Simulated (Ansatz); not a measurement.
**AlFH₄SSi: a ladder of functionals and wavefunction methods**

Aim: compute AlFH₄SSi with functionals from several rungs and with coupled cluster. The yardstick is the atomisation energy at the CCSD(T) limit.

Computed with Ansatz 0.2.0, Gaussian basis. Level: functionals in def2-TZVPP, the program's frozen cores in correlated methods.

The runs, in order: LDA (SPW92), PBE-D4, revPBE-D4, BLYP-D4, r2SCAN-D4, B97M-V, PBE0-D4, B3LYP-D4, r2SCANh-D4, r2SCAN0-D4, HSE06-D4, BHLYP-D4, CAM-B3LYP-D4, LC-ωPBE, ωB97X-V, ωB97M-V, B2PLYP, PBE-QIDH; CCSD(T)/def2-SVP; CCSD(T)/def2-TZVPP; MP2/def2-QZVPP; extrapolation to the limit; RPA on PBE.

### Step 1. The relaxed structure

All runs share one geometry, relaxed beforehand with PBE0-D4 in a triple-zeta def2 set.

SMILES `[F][AlH][S][SiH3]`, 8 atoms, charge 0, spin multiplicity 1.

Atoms are counted from 1 here; the program's logs count them from 0.

Bond lengths: F1–Al2 1.645 Å, Al2–S3 2.166 Å, Al2–H5 1.568 Å, S3–Si4 2.141 Å, Si4–H6 1.483 Å, Si4–H7 1.483 Å, Si4–H8 1.486 Å. Angles: F1–Al2–S3 115.4°, F1–Al2–H5 119.1°, S3–Al2–H5 125.5°, Al2–S3–Si4 99.7°, S3–Si4–H6 108.9°, S3–Si4–H7 108.9°, S3–Si4–H8 110.5°, H6–Si4–H7 109.4°, H6–Si4–H8 109.5°, H7–Si4–H8 109.5°.

As a file:

```
F     2.9383    1.6630    0.4594
Al    1.4564    1.1101    0.0055
S     0.8064   -0.7115    0.9816
Si   -1.1054   -0.9587    0.0489
H     0.6390    1.9097   -1.0671
H    -2.1558   -0.9464    1.0956
H    -1.1291   -2.2614   -0.6591
H    -1.3578    0.1381   -0.9206
```

### Step 2. LDA

This LDA is Slater exchange with PW92 correlation.

in.yaml

```yaml
crystal:
  periodic: [false, false, false]
  atoms:
    - {symbol: F, position_ang: [2.938257, 1.663023, 0.459352]}
    - {symbol: Al, position_ang: [1.456446, 1.110084, 0.005537]}
    - {symbol: S, position_ang: [0.806409, -0.711466, 0.981556]}
    - {symbol: Si, position_ang: [-1.105356, -0.958669, 0.048941]}
    - {symbol: H, position_ang: [0.639000, 1.909706, -1.067132]}
    - {symbol: H, position_ang: [-2.155783, -0.946386, 1.095618]}
    - {symbol: H, position_ang: [-1.129120, -2.261435, -0.659059]}
    - {symbol: H, position_ang: [-1.357753, 0.138144, -0.920613]}
basis:
  gaussian: {orbitals: def2-TZVPP}
hamiltonian: {xc: lda}
output: {orbitals: {seedname: orbitals}}
```

Started as:

```console
$ ansatz run in.yaml --threads 2 --pin off --events-out ev --progress --plain --max-ram 4352MiB
```

Further steps of the session: PBE-D4 (GGA); revPBE-D4 (GGA); BLYP-D4 (GGA); r2SCAN-D4 (meta-GGA); B97M-V (meta-GGA); B3LYP-D4 (hybrid); r2SCANh-D4 (hybrid); r2SCAN0-D4 (hybrid); HSE06-D4 (hybrid); BHLYP-D4 (hybrid); CAM-B3LYP-D4 (range-separated); LC-ωPBE (range-separated); ωB97X-V (range-separated); ωB97M-V (range-separated); B2PLYP (double hybrid); PBE-QIDH (double hybrid); CCSD(T) in def2-SVP; CCSD(T) in def2-TZVPP; MP2 in def2-QZVPP; RPA on PBE orbitals.

**Question.** What will the summary of the whole plan be? Wanted: atomisation energy, CCSD(T)/CBS; farthest beyond LDA; mean size of error, GGA; mean size of error, meta-GGA; mean size of error, hybrid; mean size of error, range-separated; mean size of error, double hybrid; gap, smallest and largest; T1 diagnostic.

As calculated:

| quantity | value |
| --- | --- |
| atomisation energy, CCSD(T)/CBS | 26.517 eV |
| functionals within 0.133 eV (0.5 %) | r2SCAN-D4, ωB97X-V, ωB97M-V |
| farthest beyond LDA | revPBE-D4 (-0.858 eV) |
| mean size of error, GGA | 0.598 eV |
| mean size of error, meta-GGA | 0.126 eV |
| mean size of error, hybrid | 0.501 eV |
| mean size of error, range-separated | 0.213 eV |
| mean size of error, double hybrid | 0.539 eV |
| gap, smallest and largest | 4.85 eV (LDA (SPW92)), 11.57 eV (LC-ωPBE) |
| T1 diagnostic | 0.0122 |
| triples share of the correlation energy | 3.4 % |

LDA overbinds by 2.686 eV (10 %). PBE-D4 is off by -0.366 eV. Double hybrids carry the basis error of their MP2 part in triple zeta, and no dispersion term here, so their miss is partly the set-up's. Taken by rung, meta-GGA functionals do best (0.126 eV on average) and GGA ones worst beyond LDA (0.598 eV). The reference freezes the cores and leaves out relativity and excitations past (T), so misses under about 0.133 eV can't be ranked. Hartree-Fock recovers 75 % of the binding; the rest is correlation. CCSD(T) in def2-SVP is off by -2.086 eV, which most functionals beat. The gap grows from 4.8 to 11.6 eV across the functionals, mostly with the share of exact exchange.
